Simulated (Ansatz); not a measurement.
# CH₆GaNS: small, medium and large basis sets

How large a basis does CH₆GaNS need? Two functionals are run in growing sets.

Program: Ansatz 0.2.0, Gaussian basis. Level of theory: one geometry, several basis sets. These are calculated values, not measurements.

The runs, in order: PBE0-D4/def2-SVP; ωB97M-V/def2-SVP; PBE0-D4/def2-QZVPP; ωB97M-V/def2-QZVPP; the functionals' def2-TZVPP values are taken from earlier runs.

## Step 1: The geometry

An earlier PBE0-D4 in a triple-zeta def2 set relaxation fixed the geometry.

SMILES `[NH2][GaH][CH2]S`, 10 atoms, charge 0, spin multiplicity 1.

Atoms are counted from 1 here; the program's logs count them from 0.

Bond lengths: N1–Ga2 1.814 Å, N1–H5 1.006 Å, N1–H6 1.006 Å, Ga2–C3 1.970 Å, Ga2–H7 1.563 Å, C3–S4 1.822 Å, C3–H8 1.091 Å, C3–H9 1.089 Å, S4–H10 1.344 Å. Angles: Ga2–N1–H5 124.2°, Ga2–N1–H6 123.6°, H5–N1–H6 111.7°, N1–Ga2–C3 118.8°, N1–Ga2–H7 118.6°, C3–Ga2–H7 122.4°, Ga2–C3–S4 104.3°, Ga2–C3–H8 110.7°, Ga2–C3–H9 117.2°, S4–C3–H8 105.1°, S4–C3–H9 110.6°, H8–C3–H9 108.2°, C3–S4–H10 97.9°.

Geometry (Å):

```xyz
10
CH6GaNS
N    -1.7617    1.0152   -0.4382
Ga   -0.0965    0.7437    0.2278
C     0.5180   -1.1042    0.5251
S     1.8106   -1.3573   -0.7339
H    -2.4098    0.2783   -0.6574
H    -2.1015    1.9122   -0.7400
H     0.8319    1.9817    0.4477
H    -0.2681   -1.8177    0.2721
H     0.8952   -1.3501    1.5170
H     2.5819   -0.3020   -0.4203
```

## Step 2: PBE0-D4 in def2-SVP

The input, in.yaml:

```yaml
crystal:
  periodic: [false, false, false]
  atoms:
    - {symbol: N, position_ang: [-1.761657, 1.015248, -0.438163]}
    - {symbol: Ga, position_ang: [-0.096496, 0.743727, 0.227798]}
    - {symbol: C, position_ang: [0.518010, -1.104196, 0.525078]}
    - {symbol: S, position_ang: [1.810606, -1.357320, -0.733878]}
    - {symbol: H, position_ang: [-2.409800, 0.278341, -0.657423]}
    - {symbol: H, position_ang: [-2.101520, 1.912231, -0.739995]}
    - {symbol: H, position_ang: [0.831860, 1.981740, 0.447745]}
    - {symbol: H, position_ang: [-0.268071, -1.817665, 0.272146]}
    - {symbol: H, position_ang: [0.895169, -1.350079, 1.516980]}
    - {symbol: H, position_ang: [2.581899, -0.302017, -0.420288]}
basis:
  gaussian: {orbitals: def2-SVP}
hamiltonian: {xc: pbe0, dispersion: d4}
output: {orbitals: {seedname: orbitals}}
```

The run is started by

```
$ ansatz run in.yaml --threads 4 --pin off --events-out ev --progress --plain --max-ram 10444MiB
```

Further steps of the session: ωB97M-V in def2-SVP; PBE0-D4 in def2-QZVPP; ωB97M-V in def2-QZVPP.

Q: Predict the results of all the runs planned. Wanted: PBE0-D4: double and triple zeta above quadruple; ωB97M-V: double and triple zeta above quadruple.

**Answer**, as computed:

```
                                       quantity           value
PBE0-D4: double and triple zeta above quadruple  15.30, 1.69 eV
ωB97M-V: double and triple zeta above quadruple  15.33, 1.64 eV
```

For PBE0-D4 the step from double to triple zeta gains 13.61 eV and the next only 1.69 eV. These are total energies; as a rule much of such shifts cancels in differences, which this series doesn't test. The LUMO of ωB97M-V is positive and keeps falling with the basis (1.51 to 0.88 eV): an unbound level that the basis holds in place.
